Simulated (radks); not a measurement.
# Ce⁴⁺ in [Xe]: an all-electron calculation

Wanted: eigenvalues, radial structure and energy terms of the cerium ion Ce4+.

Program: radks (a radial shooting solver on a logarithmic mesh, Libxc functionals) version 1. Level of theory: Dirac Kohn-Sham, PBE, spin-unpolarised, spherical densities, finite nucleus. These are calculated values, not measurements, unless marked.

## 1. Starting point

* element: cerium (Z = 58)
* charge: +4
* electrons: 54
* configuration: [Xe]
* nuclear rms radius: 4.8771 fm

The outer shells:

Ce⁴⁺
```
[Kr] core
4d [↑↓][↑↓][↑↓][↑↓][↑↓]
5s [↑↓]
5p [↑↓][↑↓][↑↓]
```

## 2. Self-consistent calculation

Settings of this run:

```text
Z 58
configuration [Xe]
relativity Dirac
functional pbe,pbe
spin unpolarised
j_filling energy
nucleus finite rms 4.8771 fm
c 137.035999084
```

Run with:

```sh
> python run_ks.py task.json out
```

This one command runs every case of the session in turn.

What does the calculation give?

As calculated:

| quantity | value |
| --- | --- |
| total energy | -8862.0428 hartree |
| exchange-correlation share of it | 2.35 % |
| −T/E | 1.0728 |
| highest occupied level | 5p3/2, -59.050 eV |
| most extended occupied level | 5p3/2, <r> = 1.66 bohr |
| radius at density 0.001 e/bohr³ | 3.31 bohr |
| maxima of the radial density | 4 |
| ionisation energy, NIST | 65.6 (semi-emp.) eV |

What this shows: 5 principal shells are occupied and 4 maxima appear in the radial density; where shells overlap, one shows as a shoulder or not at all. −T/E is 1.073: with relativity the kinetic term as defined here no longer equals −E. The top level binds by 59.050 eV, 90 % of the NIST ionisation energy of 65.6 eV. 
